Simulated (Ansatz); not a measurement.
# GaAs: how the settings move a single-point run

Question: which choices in the input matter for GaAs?

Method: reference: DFT, HSE06, plane waves, PAW, in Ansatz 0.2.0.

3 further runs of the same task are left out: 3 that didn't finish.

## 1. The starting structure

Symmetry: F-43m, No. 216, cubic system. Conventional cell: a = 5.666 Å, b = 5.666 Å, c = 5.666 Å, α = 90.00°, β = 90.00°, γ = 90.00°. Ga (site symmetry -43m) has 4 As at 2.45 Å as nearest neighbours. As (site symmetry -43m) is surrounded by 4 Ga at 2.45 Å.

Structure file:

```xyz
2
Lattice="0.0000 2.8331 2.8331 2.8331 0.0000 2.8331 2.8331 2.8331 0.0000" Properties=species:S:1:pos:R:3 pbc="T T T"
Ga    0.0000    0.0000    0.0000
As    1.4165    1.4165    1.4165
```

## 2. Reference

The input, input.yaml:

```yaml
crystal:
  lattice:
    - [0.0, 2.8330850957, 2.8330850957]
    - [2.8330850957, 0.0, 2.8330850957]
    - [2.8330850957, 2.8330850957, 0.0]
  atoms:
    - { symbol: Ga, position: [0.0, 0.0, 0.0] }
    - { symbol: As, position: [0.25, 0.25, 0.25] }
kpoints:
  mp_grid: { grid: [4, 4, 4] }
hamiltonian:
  xc: hse06
scf:
  occupations: { method: fixed }
  n_extra_bands: 4
output:
  forces: true
  stress: true
  eigenvalues: true
  write_density: true
  write_potential: true
  elf: true
  volumetric_format: npy
```

Launch:

```sh
$ ansatz run input.yaml --threads 4 --pin off --max-ram 3686MiB --backend cpu --events-out ev --progress --plain --runs-dir out
```

## 3. Changing settings: xc pbe0

input.yaml: that of step 2 with these lines changed.

```diff
@@ -11,3 +11,3 @@
 hamiltonian:
-  xc: hse06
+  xc: pbe0
 scf:
@@ -19,5 +19 @@
   eigenvalues: true
-  write_density: true
-  write_potential: true
-  elf: true
-  volumetric_format: npy
```

## 4. Variant: exchange pbe, correlation pbe, coeff 0.75

input.yaml: that of step 2 with these lines changed.

```diff
@@ -11,3 +11,3 @@
 hamiltonian:
-  xc: hse06
+  xc: { exchange: pbe, correlation: pbe, exx: { coeff: 0.75 } }
 scf:
@@ -19,5 +19 @@
   eigenvalues: true
-  write_density: true
-  write_potential: true
-  elf: true
-  volumetric_format: npy
```

## 5. Variant: ecutfock_ratio 2

input.yaml: that of step 2 with these lines changed.

```diff
@@ -15,2 +15,3 @@
   n_extra_bands: 4
+  exx: { ecutfock_ratio: 2 }
 output:
@@ -19,5 +20 @@
   eigenvalues: true
-  write_density: true
-  write_potential: true
-  elf: true
-  volumetric_format: npy
```

## 6. Changed: occupations.method methfessel_paxton, occupations.width 0.001

input.yaml: that of step 2 with these lines changed.

```diff
@@ -13,3 +13,3 @@
 scf:
-  occupations: { method: fixed }
+  occupations: { method: methfessel_paxton, width: 0.001 }
   n_extra_bands: 4
@@ -19,5 +19 @@
   eigenvalues: true
-  write_density: true
-  write_potential: true
-  elf: true
-  volumetric_format: npy
```

What does the calculation give? Wanted: for each run, ending; energy change; pressure; gap; force.

**Answer**, as computed:

| run | ending | energy change | pressure (GPa) | gap (eV) | force (eV/Å) | cycles | time |
| --- | --- | --- | --- | --- | --- | --- | --- |
| reference | converged | 0 | 0.9 | 1.42 | 0.00 | 15 | 15 s |
| 1: xc pbe0 | converged | not comparable | 0.7 | 2.07 | 0.00 | 14 | 15 s |
| 2: exchange pbe, correlation pbe, coeff 0.75 | converged | not comparable | -3.1 | 5.56 | 0.00 | 19 | 18 s |
| 3: ecutfock_ratio 2 | converged | - | 0.9 | 1.42 | 0.00 | 15 | 15 s |
| 4: occupations.method methfessel_paxton, occupations.width 0.001 | converged | 0.0 meV/atom (σ→0) | 0.9 | 1.42 | 0.00 | 15 | 16 s |

Times don't compare one to one where runs were asked for different outputs or read a saved state (see the inputs); cycles may leave out searches for a lower state.

Residual by cycle in the longest SCF loop of each run; runs are numbered as in the table. The quantity is the density residual dr2, in eV.

```csv
cycle,reference,run 1,run 2,run 3,run 4
1,0.0297,0.0261,0.125,0.0297,0.0297
2,0.00232,0.00273,0.0546,0.00232,0.00234
3,0.00148,0.0016,0.0219,0.00148,0.00149
4,2.5e-4,2.9e-4,0.00627,2.5e-4,2.5e-4
5,1.4e-5,3.5e-5,0.002,1.4e-5,1.5e-5
6,8.6e-6,1.3e-5,3.0e-4,8.6e-6,8.8e-6
7,2.2e-7,7.5e-7,-,2.2e-7,2.2e-7
```

«occupations.method methfessel_paxton, occupations.width 0.001» leaves the energy as it was.
